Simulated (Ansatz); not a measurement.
Write a Python script for the Python package of Ansatz (0.2.0) that makes a ranking of polymorphs by energy of 2 structures of Cu3Sb. Use (first run): r2SCAN, PAW, cutoff 600 eV, Gaussian smearing of 0.05 eV.

Script `polymorphs_cu3sb.py`:
```python
import warnings

import ansatz as az
import numpy as np
import spglib

PHASES = {
    "Pm-3m": (
        [(3.897337, 0.0, 0.0), (0.0, 3.897337, 0.0), (0.0, 0.0, 3.897337)],
        [
            ("Cu", (0.5, 0.5, 0.0)),
            ("Cu", (0.5, 0.0, 0.5)),
            ("Cu", (0.0, 0.5, 0.5)),
            ("Sb", (0.0, 0.0, 0.0)),
        ],
    ),
    "Fm-3m": (
        [(0.0, 3.112952, 3.112952), (3.112952, 0.0, 3.112952), (3.112952, 3.112952, 0.0)],
        [
            ("Cu", (0.5, 0.5, 0.5)),
            ("Cu", (0.25, 0.25, 0.25)),
            ("Cu", (0.75, 0.75, 0.75)),
            ("Sb", (0.0, 0.0, 0.0)),
        ],
    ),
}


def build(vectors, sites):
    crystal = az.Crystal(lattice=az.Lattice.of(vectors))
    for symbol, position in sites:
        crystal = crystal.atom(symbol, position)
    return crystal


def compute(name, crystal):
    calc = crystal.calculation()
    calc = calc.functional("r2scan")
    calc = calc.basis(600)
    calc = calc.kpoints(spacing=0.27).occupations("gaussian", width=0.05)
    calc = calc.stress()
    calc = calc.band_table()
    calc = calc.relax(force_tolerance=0.01, max_steps=60, cell=True)
    return calc.run(threads=1)


def volume_per_atom(outcome):
    return abs(np.linalg.det(outcome.lattice.cell_ang)) / len(outcome.lattice.sites)


def space_group(outcome):
    sites = outcome.report["lattice"]["sites"]
    kinds = sorted({site["symbol"] for site in sites})
    cell = (outcome.lattice.cell_ang, [site["position_frac"] for site in sites], [kinds.index(site["symbol"]) for site in sites])
    return spglib.get_spacegroup(cell, symprec=0.01)


def pressure_gpa(outcome):
    return float(np.trace(outcome.report["stress_gpa"]) / 3)


def main() -> None:
    warnings.simplefilter("ignore", az.DeckWarning)

    phases = {name: build(*cell) for name, cell in PHASES.items()}

    done = {}
    for name, crystal in phases.items():
        try:
            done[name] = compute(name, crystal)
        except az.NonConvergedError as error:
            print(name, "did not converge:", str(error)[:120])

    energy = {name: o.report["energy_sigma0_ev"] / len(o.lattice.sites) for name, o in done.items()}
    lowest = min(energy.values())
    rows = [(name, len(o.lattice.sites), 1000 * (energy[name] - lowest), volume_per_atom(o), space_group(o), pressure_gpa(o)) for name, o in done.items()]
    rows.sort(key=lambda row: row[2])
    print("     phase       atoms  dE (meV/atom)  V (A^3/atom)  space group     P (GPa)")
    for row in rows:
        print(f"{str(row[0]):>10}  {row[1]:10d}  {row[2]:13.1f}  {row[3]:12.3f}  {str(row[4]):>11}  {row[5]:10.2f}")
    print("order:", " < ".join(row[0] for row in rows))


if __name__ == "__main__":
    main()
```

Output of `python polymorphs_cu3sb.py`:
```text
     phase       atoms  dE (meV/atom)  V (A^3/atom)  space group     P (GPa)
     Pm-3m           4            0.0        14.438  Pm-3m (221)       -0.02
     Fm-3m           4          105.8        14.696  Fm-3m (225)       -0.02
order: Pm-3m < Fm-3m
```

By space group at the end of each run: Pm-3m (+0 meV an atom, 14.4 Å³) and Fm-3m (+106 meV an atom, 14.7 Å³).

Caveats:
- Pressure is positive in compression.
- The cells come from databases of deposited and of computed structures, and not all need be stable phases.
- The ranking holds among these structures alone, at zero temperature; the ground state may be another structure. Differences under about 40 meV an atom lie within the error of mesh and functional.
- Hardware and time: 83 s on 1 thread of Arm Neoverse V1 (shared host), peak memory 0.69 GiB.

(Lines on the test bed's own set-up are left out of the output.)
